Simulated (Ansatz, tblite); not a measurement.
# ZrH2Cl2: charged states by level of theory

The task here is to estimate one member of a computed series from the others.

Program: Ansatz 0.2.0, Gaussian basis. Level of theory: as each input shows. These are calculated values, not measurements.

The runs, in order: charge +1 doublet, at the geometry of the singlet (PBE0-D4/def2-TZVP, PBE-D4/def2-TZVP, r2SCAN-D4/def2-TZVP, CCSD(T)/def2-TZVPP); charge -1 doublet, at the geometry of the singlet (PBE0-D4/def2-TZVPD, PBE-D4/def2-TZVPD, r2SCAN-D4/def2-TZVPD, CCSD(T)/def2-TZVPD); the starting singlet's energies come from earlier runs.

1 further run of the same task is left out (set aside as unsound or not needed). Runs told in other sessions of the task aren't counted.

### The geometry

The geometry is that of the singlet, from an earlier relaxation (PBE-D4/def2-TZVP).

5 atoms, charge 0, spin multiplicity 1.

Atoms are counted from 1 here; the program's logs count them from 0.

Bond lengths: Zr1–H2 1.846 Å, Zr1–H3 1.846 Å, Zr1–Cl4 2.325 Å, Zr1–Cl5 2.325 Å. Angles: H2–Zr1–H3 110.3°, H2–Zr1–Cl4 107.8°, H2–Zr1–Cl5 107.8°, H3–Zr1–Cl4 107.8°, H3–Zr1–Cl5 107.8°, Cl4–Zr1–Cl5 115.4°.

Formally the metal is d0. Zr takes a core potential in the def2 sets. No spin-orbit coupling is included.

Set-up of the first run:

File in.yaml:

```yaml
crystal:
  periodic: [false, false, false]
  atoms:
    - {symbol: Zr, position_ang: [0.061681, 0.000116, 0.042559]}
    - {symbol: H, position_ang: [0.069466, -0.016079, 1.888262]}
    - {symbol: H, position_ang: [1.789993, 0.019491, -0.605137]}
    - {symbol: Cl, position_ang: [-0.976119, 1.963002, -0.645546]}
    - {symbol: Cl, position_ang: [-0.945012, -1.966531, -0.680139]}
basis:
  gaussian: {orbitals: def2-TZVP}
total_charge: 1
magnetization: {spin_polarized: true, initial_magnetization: 1}
hamiltonian: {xc: pbe0, dispersion: d4}
output: {orbitals: {seedname: orbitals}}
```

Started as:

```sh
ansatz run in.yaml --threads 4 --pin off --events-out ev --progress --plain --max-ram 3916MiB
```

Steps of the session up to this table: Charge +1 doublet at the fixed geometry, PBE0-D4/def2-TZVP; Charge +1 doublet at the fixed geometry, PBE-D4/def2-TZVP; Charge +1 doublet at the fixed geometry, r2SCAN-D4/def2-TZVP; Charge +1 doublet at the fixed geometry, CCSD(T)/def2-TZVPP; Charge -1 doublet at the fixed geometry, PBE0-D4/def2-TZVPD; Charge -1 doublet at the fixed geometry, PBE-D4/def2-TZVPD; Charge -1 doublet at the fixed geometry, r2SCAN-D4/def2-TZVPD; Charge -1 doublet at the fixed geometry, CCSD(T)/def2-TZVPD.

One of the session's tables, all rows but one given; the rest of the session is left out.

It belongs to the step «Vertical electron affinity». 

```
              method  vertical electron affinity (eV)
       HF/def2-TZVPD                             0.68
   PBE-D4/def2-TZVPD                             0.99
r2SCAN-D4/def2-TZVPD                             1.03
  PBE0-D4/def2-TZVPD                                ?
      MP2/def2-TZVPD                             0.85
     CCSD/def2-TZVPD                             0.95
  CCSD(T)/def2-TZVPD                             0.92
```

Q: Estimate the row for PBE0-D4/def2-TZVPD from the others.

As computed: vertical electron affinity (eV): 1.12. In the column «vertical electron affinity (eV)» it is the highest.

To keep in mind: The anion's highest level is positive in at least one run, so there the basis alone may hold the extra electron.
